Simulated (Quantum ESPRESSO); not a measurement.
Input of a Quantum ESPRESSO 7.5 run:

The input pw.in:

```
&CONTROL
  calculation = 'scf'
  prefix = 'pwscf'
  outdir = './tmp'
  pseudo_dir = './pseudo'
  tprnfor = .true.
  tstress = .true.
  disk_io = 'nowf'
/
&SYSTEM
  ibrav = 0
  nat = 2
  ntyp = 1
  ecutwfc = 45
  ecutrho = 360
  nbnd = 24
  occupations = 'smearing'
  smearing = 'mp'
  degauss = 0.00734986
/
&ELECTRONS
  conv_thr = 4d-10
  electron_maxstep = 120
  mixing_beta = 0.5
/
ATOMIC_SPECIES
Ru   101.0700 ru_lda_v1.2.uspp.F.UPF
CELL_PARAMETERS angstrom
   2.6870580000    0.0000000000    0.0000000000
  -1.3435290000    2.3270604894    0.0000000000
   0.0000000000    0.0000000000    4.2500400000
ATOMIC_POSITIONS crystal
Ru     0.3333333333    0.6666666667    0.2500000000
Ru     0.6666666667    0.3333333333    0.7500000000
K_POINTS automatic
18 18 11 0 0 0
```

Potentials or basis: GBRV 1.5 LDA.

Launch:

```console
$ OMP_NUM_THREADS=1 pw.x -in pw.in > pw.out
```

Q: Estimate the band gap on the k mesh.

A: None (metal or under the smearing width).

Q: Estimate the pressure.

A: -5.6 GPa.

Stress tensor (GPa, compression positive):
```
-5.10  0.00  0.00
 0.00 -5.10  0.00
 0.00  0.00 -6.59
```
